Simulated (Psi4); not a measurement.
# A Psi4 job on InCNF2 (SMILES N#[C][In]([F])[F])

Wanted: energy and forces of InCNF2.

The calculation is run with Psi4 1.11.

7 further runs of the same task are left out: 1 that didn't finish, 6 set aside as unsound or not needed.

## (1) The system as given

The species is InCNF2 (5 atoms), meant as a singlet with charge 0. As SMILES, `N#[C][In]([F])[F]`. The coordinates come from a PBE0-D4/def2-TZVP relaxation.

Bond lengths: N1–C2 1.152 Å, C2–In3 2.072 Å, In3–F4 1.919 Å, In3–F5 1.919 Å. Angles: N1–C2–In3 180.0°, C2–In3–F4 123.5°, C2–In3–F5 123.5°, F4–In3–F5 112.9°.

## (2) The run

File job.in:

```
memory 1.6 GB

molecule {
  0 1
  N      1.298000    -1.592200     1.589600
  C      0.724900    -0.890300     0.878600
  In    -0.306000     0.372300    -0.400300
  F     -1.872100    -0.154800    -1.375500
  F      0.205100     2.191400    -0.733700
  symmetry c1
}

set globals {
  basis    def2-TZVP
  scf_type df
  soscf    true
}

energy_value, wavefunction = gradient('tpssh', return_wfn=True)
```

Launch:

```bash
psi4 -i job.in -o job.out -n 1
```

job.out:

```text
Psi4 1.11 release

gradient() will perform analytic gradient computation.

   => Loading Basis Set <=

    Name: DEF2-TZVP
    Role: ORBITAL
    Keyword: BASIS

    !!!  WARNING: ECP capability is in beta. Please check occupations closely.  !!!

         ---------------------------------------------------------
                                   SCF
                              RKS Reference
                        1 Threads,   1525 MiB Core
         ---------------------------------------------------------

  ==> Geometry <==

    Molecular point group: c1
    Full point group: C1

    Geometry (in Angstrom), charge = 0, multiplicity = 1:

       Center              X                  Y                   Z               Mass
    ------------   -----------------  -----------------  -----------------  -----------------
         N            1.521338710822    -1.863248343322     1.887329731637    14.003074004430
         C            0.948238710822    -1.161348343322     1.176329731637    12.000000000000
         IN          -0.082661289178     0.101251656678    -0.102570268363   114.903878776000
         F           -1.648761289178    -0.425848343322    -1.077770268363    18.998403162730
         F            0.428438710822     1.920351656678    -0.435970268363    18.998403162730

  Running in c1 symmetry.

[... 85 lines left out ...]
    Weights Tolerance      =       1.00E-15
[... 34 lines left out ...]
  Cached 100.0% of DFT collocation blocks in 0.886 [GiB].

  Minimum eigenvalue in the overlap matrix is 4.9604811689E-04.
  Reciprocal condition number of the overlap matrix is 8.7990881243E-05.
    Using symmetric orthogonalization.

  ==> Pre-Iterations <==

  SCF Guess: Superposition of Atomic Densities via on-the-fly atomic UHF (no occupation information).

   -------------------------
    Irrep   Nso     Nmo
   -------------------------
     A        174     174
   -------------------------
    Total     174     174
   -------------------------

  ==> Iterations <==

                           Total Energy        Delta E     RMS |[F,P]|

   @DF-RKS iter SAD:  -481.12643467999692   -4.81126e+02   0.00000e+00
   @DF-RKS iter   1:  -482.43178031482728   -1.30535e+00   5.42146e-03 ADIIS/DIIS
   @DF-RKS iter   2:  -481.95581091458365    4.75969e-01   8.84771e-03 ADIIS/DIIS

RuntimeError:
Fatal Error: Vx: RKS does not support rotated V builds for MGGA's

Printing out the relevant lines from the Psithon --> Python processed input file:
    """)
    core.IO.set_default_namespace("")
    core.set_global_option("BASIS", "def2-TZVP")
    core.set_global_option("SCF_TYPE", "df")
    core.set_global_option("SOSCF", "true")
--> energy_value, wavefunction = gradient('tpssh', return_wfn=True)

!----------------------------------------------------------------------------------!
!                                                                                  !
! Fatal Error: Vx: RKS does not support rotated V builds for MGGA's                !
!                                                                                  !
!----------------------------------------------------------------------------------!

    Psi4 run time: 0:00:07.45
```

It took 8.7 s on 1 thread of Intel Xeon at 2.60GHz (Ice Lake), shared host; peak memory 1.3 GiB.

## (3) What went wrong

The program stopped with an error.

The telling line is `Fatal Error: Vx: RKS does not support rotated V builds for MGGA's`. To mend it: soscf at its default in place of yes. As typed, the program can't run this.
